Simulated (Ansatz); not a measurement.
# Pt: energy and stress against strain

Aim: for Pt, see how energy and stress answer to the strain pattern (1, 1, 0, 0, 0, 0).

The COD entry's cell or inner coordinates are ideal or old and differ from later refinements, so a difference from it is no clean test against experiment.

Program: Ansatz 0.2.0. Level of theory: DFT PBEsol, scalar-relativistic, plane waves, PAW. These are calculated values, not measurements.

## 1. The structure to begin with

It takes space group Fm-3m (No. 225, cubic). Conventional cell: a = 3.916 Å, b = 3.916 Å, c = 3.916 Å, α = 90.00°, β = 90.00°, γ = 90.00°. Around Pt (site symmetry m-3m) lie 12 Pt at 2.77 Å.

Coordinates:

```xyz
1
Lattice="0.0000 1.9579 1.9579 1.9579 0.0000 1.9579 1.9579 1.9579 0.0000" Properties=species:S:1:pos:R:3 pbc="T T T"
Pt    0.0000    0.0000    0.0000
```

No relaxation comes first: the listed cell is the starting point.

## 2. Zero of energy

The reference gives a free energy of -12383.8304 eV, pressure 0.60 GPa, largest force 0.000 eV/Å and gap on the mesh none (metal). It was computed beforehand with the settings of the runs below.

## 3. The scan: energy and stress against strain

The cell is strained by ε times the Voigt pattern (1, 1, 0, 0, 0, 0) (xx, yy, zz, yz, xz, xy; engineering shear), with fractional coordinates fixed (clamped ions). The stress on the pattern is the sum of the stress components weighted by it, tension positive.

## 4. Point ε = -0.1000

The input, input.yaml:

```yaml
crystal:
  lattice:
    - [0.0, 1.76211, 1.9579]
    - [1.76211, 0.0, 1.9579]
    - [1.76211, 1.76211, 0.0]
  atoms:
    - { symbol: Pt, position: [0.0, 0.0, 0.0] }
basis:
  ecutwfc: 420
kpoints:
  mp_grid: { grid: [20, 20, 20] }
hamiltonian:
  xc: pbesol
scf:
  occupations: { method: gaussian, width: 0.15 }
output:
  forces: true
  stress: true
  eigenvalues: true
```

Run with:

```sh
$ ansatz run input.yaml --threads 1 --pin off --max-ram 2560MiB --backend cpu --events-out ev --progress --plain --runs-dir out
```

## 5. ε = 0.0750

Changes to input.yaml since step 4:

```diff
@@ -2,5 +2,5 @@
   lattice:
-    - [0.0, 1.76211, 1.9579]
-    - [1.76211, 0.0, 1.9579]
-    - [1.76211, 1.76211, 0.0]
+    - [0.0, 2.1047425, 1.9579]
+    - [2.1047425, 0.0, 1.9579]
+    - [2.1047425, 2.1047425, 0.0]
   atoms:
```

## 6. ε = -0.0500

Changes to input.yaml since step 5:

```diff
@@ -2,5 +2,5 @@
   lattice:
-    - [0.0, 2.1047425, 1.9579]
-    - [2.1047425, 0.0, 1.9579]
-    - [2.1047425, 2.1047425, 0.0]
+    - [0.0, 1.860005, 1.9579]
+    - [1.860005, 0.0, 1.9579]
+    - [1.860005, 1.860005, 0.0]
   atoms:
```

## 7. ε = 0.0250

Changes to input.yaml since step 6:

```diff
@@ -2,5 +2,5 @@
   lattice:
-    - [0.0, 1.860005, 1.9579]
-    - [1.860005, 0.0, 1.9579]
-    - [1.860005, 1.860005, 0.0]
+    - [0.0, 2.0068475, 1.9579]
+    - [2.0068475, 0.0, 1.9579]
+    - [2.0068475, 2.0068475, 0.0]
   atoms:
```

## 8. ε = 0.1000

Changes to input.yaml since step 7:

```diff
@@ -2,5 +2,5 @@
   lattice:
-    - [0.0, 2.0068475, 1.9579]
-    - [2.0068475, 0.0, 1.9579]
-    - [2.0068475, 2.0068475, 0.0]
+    - [0.0, 2.15369, 1.9579]
+    - [2.15369, 0.0, 1.9579]
+    - [2.15369, 2.15369, 0.0]
   atoms:
```

## 9. ε = -0.0750

Changes to input.yaml since step 8:

```diff
@@ -2,5 +2,5 @@
   lattice:
-    - [0.0, 2.15369, 1.9579]
-    - [2.15369, 0.0, 1.9579]
-    - [2.15369, 2.15369, 0.0]
+    - [0.0, 1.8110575, 1.9579]
+    - [1.8110575, 0.0, 1.9579]
+    - [1.8110575, 1.8110575, 0.0]
   atoms:
```

## 10. ε = 0.0500

Changes to input.yaml since step 9:

```diff
@@ -2,5 +2,5 @@
   lattice:
-    - [0.0, 1.8110575, 1.9579]
-    - [1.8110575, 0.0, 1.9579]
-    - [1.8110575, 1.8110575, 0.0]
+    - [0.0, 2.055795, 1.9579]
+    - [2.055795, 0.0, 1.9579]
+    - [2.055795, 2.055795, 0.0]
   atoms:
@@ -19 +19,5 @@
   eigenvalues: true
+  write_density: true
+  write_potential: true
+  elf: true
+  volumetric_format: npy
```

## 11. At ε = -0.0250

The input, input.yaml:

```yaml
crystal:
  lattice:
    - [0.0, 1.9089525, 1.9579]
    - [1.9089525, 0.0, 1.9579]
    - [1.9089525, 1.9089525, 0.0]
  atoms:
    - { symbol: Pt, position: [0.0, 0.0, 0.0] }
basis:
  ecutwfc: 420
kpoints:
  mp_grid: { grid: [20, 20, 20] }
hamiltonian:
  xc: pbesol
scf:
  occupations: { method: gaussian, width: 0.15 }
output:
  forces: true
  stress: true
  eigenvalues: true
```

## 12. Point ε = 0.0875

Changes to input.yaml since step 11:

```diff
@@ -2,5 +2,5 @@
   lattice:
-    - [0.0, 1.9089525, 1.9579]
-    - [1.9089525, 0.0, 1.9579]
-    - [1.9089525, 1.9089525, 0.0]
+    - [0.0, 2.12921625, 1.9579]
+    - [2.12921625, 0.0, 1.9579]
+    - [2.12921625, 2.12921625, 0.0]
   atoms:
```

(Steps that only read results are left out.)

**Question.** What will these runs give? Wanted: slope of the stress at ε = 0, over ±0.0250.

**Answer**, as computed:

| quantity | value |
| --- | --- |
| slope of the stress at ε = 0, over ±0.0250 | 1249 GPa |

**Reading.** From the stress slope, C11 + C22 + 2 C12 is about 1249 GPa with the ions clamped. The undisturbed cell stays the lowest of the sampled points. Compression costs more than tension: 853.6 against 397.1 meV/atom at the ends. Spin-orbit coupling is left out for Pt.
